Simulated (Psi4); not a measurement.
**CH5BN2 (SMILES NC1BN1) at OMP2/cc-pVDZ (density fitting for correlation)**

Aim: the energy change on altering one bond length of CH5BN2 at OMP2/cc-pVDZ (density fitting for correlation), from 2 runs. 

The calculation is run with Psi4 1.11.

3 further runs of the same task are left out: 3 that didn't finish. Runs told in other sessions of the task aren't counted.

## (1) Starting point

The species is CH5BN2 (9 atoms), meant as a singlet with charge 0. As SMILES, `NC1BN1`. The coordinates come from a PBE0-D4/def2-TZVP relaxation. This is one conformer, not always the lowest.

Bond lengths: N1–C2 1.431 Å, C2–B3 1.561 Å, C2–N4 1.467 Å, B3–N4 1.341 Å, N1–H5 1.010 Å, N1–H6 1.010 Å, C2–H7 1.092 Å, B3–H8 1.184 Å, N4–H9 1.004 Å. Some angles: N1–C2–B3 121.1°, N1–C2–N4 117.3°, B3–C2–N4 52.5°, C2–B3–N4 60.2°, C2–N4–B3 67.4°, N1–C2–H7 115.1°, B3–C2–H7 121.0°, N4–C2–H7 113.6°, C2–N1–H5 112.4°, C2–N1–H6 112.7°.

## (2) The energy at OMP2/cc-pVDZ (density fitting for correlation)

The input, input.in:

```
memory 2.2 GB

molecule geom {
  N
  C 1 r2
  B 2 r3 1 a3
  N 3 r4 2 a4 1 d4
  H 1 r5 2 a5 4 d5
  H 1 r6 5 a6 2 d6
  H 2 r7 1 a7 5 d7
  H 3 r8 4 a8 2 d8
  H 4 r9 3 a9 8 d9

  r2 = 1.431465
  r3 = 1.560899
  a3 = 121.14361
  r4 = 1.341366
  a4 = 60.15119
  d4 = 102.25478
  r5 = 1.009819
  a5 = 112.44766
  d5 = 121.88666
  r6 = 1.010229
  a6 = 108.53045
  d6 = -125.36534
  r7 = 1.091739
  a7 = 115.08833
  d7 = -100.3457
  r8 = 1.184465
  a8 = 144.91064
  d8 = 176.40044
  r9 = 1.003753
  a9 = 156.37523
  d9 = 11.59516
  symmetry c1
}

set reference rhf
set puream true
set e_convergence 1e-09
set d_convergence 1e-08
set scf_type pk
set num_frozen_docc 4

energy("omp2/cc-pVDZ")
print_variables()
```

The run is started by

```console
psi4 -n 1 input.in input.out
```

input.out:

```text
[...]
  Running in c1 symmetry.
[...]
  Nuclear repulsion =  109.448329653300206
[...]
  Multiplicity = 1
[...]
  Nalpha       = 15
  Nbeta        = 15
[...]
    Number of basis functions: 81
[...]
   @RHF iter   1:  -174.22162438541778   -5.18586e-01   5.64948e-03 ADIIS/DIIS
[...]
   @RHF iter  12:  -174.33141250932539   -1.03171e-11   8.57734e-09 DIIS
[...]
    Orbital Energies [Eh]
    ---------------------
    Doubly Occupied:
       1A    -15.552303     2A    -15.532698     3A    -11.264772
       4A     -7.602796     5A     -1.233796     6A     -1.134796
       7A     -0.846818     8A     -0.734550     9A     -0.649789
      10A     -0.619217    11A     -0.600832    12A     -0.506973
      13A     -0.419887    14A     -0.395604    15A     -0.370656
[...]
  @RHF Final Energy:  -174.33141250932539
   => Energetics <=
    Nuclear Repulsion Energy =            109.4483296533002061
    One-Electron Energy =                -452.6285140752465850
    Two-Electron Energy =                 168.8487719126209754
    Total Energy =                       -174.3314125093253892
[...]
 Multipole Moments:
 ------------------------------------------------------------------------------------
     Multipole            Electronic (a.u.)      Nuclear  (a.u.)        Total (a.u.)
 ------------------------------------------------------------------------------------
 L = 1.  Multiply by 2.5417464519 to convert [e a0] to [Debye]
 Dipole X            :          0.5292503           -0.5549484           -0.0256981
 Dipole Y            :         -1.2560005            1.6361283            0.3801278
 Dipole Z            :          1.6908146           -1.7305423           -0.0397277
 Magnitude           :                                                    0.3830611
[...]
	Warning: cc_lambda option is changed to TRUE
	For this residual convergence, default PCG convergence is:     1.00e-07
[...]
	DF-MP2 Total Energy (a.u.)         :  -174.88721100532513
[...]
	DF-MP2 Total Energy (a.u.)         :  -174.89364353686585
[...]
	DF-OMP2 Total Energy (a.u.)        :  -174.89364353686568
[...]
```

Wall time 12 s (1 thread of Intel Xeon Platinum 8488C (Sapphire Rapids), shared host); peak memory 0.28 GiB.

## (3) The distorted shape

The input, job.inp:

```
memory 2200 MB

molecule {
  0 1
  N      0.362742     0.999938    -0.565059
  C     -0.144358    -0.271662    -0.146759
  B      0.811042    -1.388562     0.378741
  N      0.089342    -0.664362     1.247041
  H      1.003842     0.922938    -1.341459
  H     -0.589900     1.842600    -0.892400
  H     -1.146558    -0.511662    -0.507159
  H      1.634042    -2.233462     0.270241
  H     -0.172958    -0.297662     2.143841
  symmetry c1
  no_reorient
  no_com
}

set globals {
  puream          true
  e_convergence   1e-09
  d_convergence   1e-08
  scf_type        pk
  num_frozen_docc 4
}

energy_value = energy("omp2/cc-pVDZ")
```

The run is started by

```console
psi4 -n 1 job.inp job.out
```

job.out:

```text
[...]
  Running in c1 symmetry.
[...]
  Nuclear repulsion =  108.231898851489916
[...]
  Multiplicity = 1
[...]
  Nalpha       = 15
  Nbeta        = 15
[...]
    Number of basis functions: 81
[...]
   @RHF iter   1:  -174.15957146341449   -6.54706e-01   5.71725e-03 DIIS/ADIIS
[...]
   @RHF iter  13:  -174.28290542217977   -3.04112e-12   4.57864e-09 DIIS
[...]
    Orbital Energies [Eh]
    ---------------------
    Doubly Occupied:
       1A    -15.561242     2A    -15.554974     3A    -11.267902
       4A     -7.605641     5A     -1.233071     6A     -1.112234
       7A     -0.842114     8A     -0.735977     9A     -0.624785
      10A     -0.604288    11A     -0.578387    12A     -0.508311
      13A     -0.412889    14A     -0.393980    15A     -0.371364
[...]
  @RHF Final Energy:  -174.28290542217977
   => Energetics <=
    Nuclear Repulsion Energy =            108.2318988514899161
    One-Electron Energy =                -450.2152871325262140
    Two-Electron Energy =                 167.7004828588565317
    Total Energy =                       -174.2829054221797662
[...]
 Multipole Moments:
 ------------------------------------------------------------------------------------
     Multipole            Electronic (a.u.)      Nuclear  (a.u.)        Total (a.u.)
 ------------------------------------------------------------------------------------
 L = 1.  Multiply by 2.5417464519 to convert [e a0] to [Debye]
 Dipole X            :        -13.7120196           13.3832634           -0.3287561
 Dipole Y            :         12.3536087          -12.2851058            0.0685029
 Dipole Z            :        -10.4111890           10.3180728           -0.0931162
 Magnitude           :                                                    0.3484880
[...]
	Warning: cc_lambda option is changed to TRUE
	For this residual convergence, default PCG convergence is:     1.00e-07
[...]
	DF-MP2 Total Energy (a.u.)         :  -174.84656084203800
[...]
	DF-MP2 Total Energy (a.u.)         :  -174.85381620547432
[...]
	DF-OMP2 Total Energy (a.u.)        :  -174.85381620547273
[...]
```

Wall time 15 s (1 thread of Intel Xeon Platinum 8488C (Sapphire Rapids), shared host); peak memory 0.28 GiB.

## (4) Results

Level: OMP2/cc-pVDZ (density fitting for correlation), 4 core orbitals frozen.

| quantity | value |
| --- | --- |
| first shape: total energy | -174.89364 Eh |
| first shape: HOMO energy (Hartree–Fock orbitals) | -10.09 eV |
| first shape: LUMO energy (Hartree–Fock orbitals) | 4.23 eV |
| first shape: HOMO–LUMO gap (Hartree–Fock orbitals) | 14.32 eV |
| first shape: correlation energy (4 core orbitals frozen) | -562.2 mEh |
| distorted shape: total energy | -174.85382 Eh |
| distorted shape: HOMO energy (Hartree–Fock orbitals) | -10.11 eV |
| distorted shape: LUMO energy (Hartree–Fock orbitals) | 3.90 eV |
| distorted shape: HOMO–LUMO gap (Hartree–Fock orbitals) | 14.00 eV |
| distorted shape: correlation energy (4 core orbitals frozen) | -570.9 mEh |
| energy change with the N1–H6 bond stretched from 1.010 to 1.313 Å | 1.084 eV |

With the N1–H6 bond stretched from 1.010 to 1.313 Å the energy rises by 1.08 eV (25 kcal/mol). The first shape isn't relaxed at this level, so the change isn't measured from a minimum. With no_com the log's rotational constants are taken about the origin, not the centre of mass, so they aren't the molecule's.
